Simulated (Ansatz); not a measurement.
# CH5BFN: the cost of one run

All numbers below are computed with Ansatz 0.2.0 (RHF/def2-SVP).

### 1 Starting point

Bond lengths: B1–N2 1.550 Å, N2–H3 1.060 Å, N2–H4 1.060 Å, B1–C5 1.600 Å, C5–H6 1.110 Å, C5–H7 1.110 Å, C5–H8 1.110 Å, B1–F9 1.320 Å. Angles: B1–N2–H3 120.0°, B1–N2–H4 120.0°, H3–N2–H4 120.0°, N2–B1–C5 120.0°, N2–B1–F9 120.0°, C5–B1–F9 120.0°, B1–C5–H6 109.5°, B1–C5–H7 109.5°, B1–C5–H8 109.5°, H6–C5–H7 109.4°, H6–C5–H8 109.4°, H7–C5–H8 109.4°.

As a file:

```xyz
9

B     0.0000    0.0000    0.0000
N     0.0000    0.0000    1.5500
H    -0.8770   -0.2713    2.0800
H     0.8770    0.2713    2.0800
C     1.3856    0.0000   -0.8000
H     1.7152   -1.0462   -0.9702
H     1.2491    0.5080   -1.7774
H     2.1552    0.5381   -0.2082
F    -1.1431    0.0000   -0.6600
```

### 2 Preparing the start

input.yaml

```yaml
crystal:
  periodic: [false, false, false]
  atoms:
    - { symbol: B, position_ang: [0.0, 0.0, 0.0] }
    - { symbol: "N", position_ang: [0.0, 0.0, 1.55] }
    - { symbol: H, position_ang: [-0.877, -0.2713, 2.08] }
    - { symbol: H, position_ang: [0.877, 0.2713, 2.08] }
    - { symbol: C, position_ang: [1.3856, 0.0, -0.8] }
    - { symbol: H, position_ang: [1.7152, -1.0462, -0.9702] }
    - { symbol: H, position_ang: [1.2491, 0.508, -1.7774] }
    - { symbol: H, position_ang: [2.1552, 0.5381, -0.2082] }
    - { symbol: F, position_ang: [-1.1431, 0.0, -0.66] }
basis:
  gaussian: { orbitals: def2-SVP }
hamiltonian:
  xc: hf
relax:
  f_tol: 0.02
  max_steps: 40
```

Started as:

```sh
> ansatz run input.yaml --threads 1 --pin off --max-ram 2048MiB --backend cpu --events-out ev --progress --plain --runs-dir out
```

Q: Estimate wall time and peak memory on 1 thread of Arm Neoverse V2, shared host.

About 13 s, with a peak of 0.14 GiB.
